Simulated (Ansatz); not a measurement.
# InW4: the cost of one run

Computed with Ansatz 0.2.0 (DFT PBE, scalar-relativistic, plane waves, PAW, unless a step's input says otherwise).

### Step 1. The structure to begin with

The structure is cubic, space group Im-3m (No. 229). The conventional cell has a = 5.703 Å, b = 5.703 Å, c = 5.703 Å, α = 90.00°, β = 90.00°, γ = 90.00°. In (site symmetry m-3m) has 8 W at 2.47 Å as nearest neighbours. W (site symmetry -3m) has 2 In at 2.47 Å as nearest neighbours.

Coordinates:

```cif
data_structure
_symmetry_space_group_name_H-M 'Im-3m'
_symmetry_Int_Tables_number 229
_cell_length_a 5.7026
_cell_length_b 5.7026
_cell_length_c 5.7026
_cell_angle_alpha 90.000
_cell_angle_beta 90.000
_cell_angle_gamma 90.000
_cell_volume 185.45
loop_
_atom_site_label
_atom_site_type_symbol
_atom_site_symmetry_multiplicity
_atom_site_Wyckoff_symbol
_atom_site_fract_x
_atom_site_fract_y
_atom_site_fract_z
_atom_site_occupancy
In1 In 2 a 0.00000 0.00000 0.00000 1
W1 W 8 c 0.25000 0.25000 0.75000 1
```

A structure generator made this guess: species swapped into a database cell of MnGa4 (Im-3m, No. 229), with In on the Mn sites and W on the Ga sites. Lengths come from tabulated atomic sizes and are only a guess.

### Step 2. A first look at the guess

File input.yaml:

```yaml
crystal:
  lattice:
    - [-2.85130591, 2.85130591, 2.85130591]
    - [2.85130591, -2.85130591, 2.85130591]
    - [2.85130591, 2.85130591, -2.85130591]
  atoms:
    - { symbol: In, position: [0.0, 0.0, 0.0] }
    - { symbol: W, position: [0.0, 0.0, 0.5] }
    - { symbol: W, position: [0.0, 0.5, 0.0] }
    - { symbol: W, position: [0.5, 0.0, 0.0] }
    - { symbol: W, position: [0.5, 0.5, 0.5] }
basis:
  ecutwfc: 420
kpoints:
  mp_grid: { grid: [4, 4, 4] }
hamiltonian:
  xc: pbe
scf:
  occupations: { method: gaussian, width: 0.1 }
  lower_state_search: "off"
output:
  forces: true
  stress: true
  eigenvalues: true
```

On the command line:

```console
ansatz run input.yaml --threads 1 --pin off --max-ram 2560MiB --backend cpu --events-out ev --progress --plain --runs-dir out
```

What time and memory should one allow on 1 thread of Intel Xeon at 2.70GHz, shared host?

About 2 s, with a peak of 0.38 GiB.
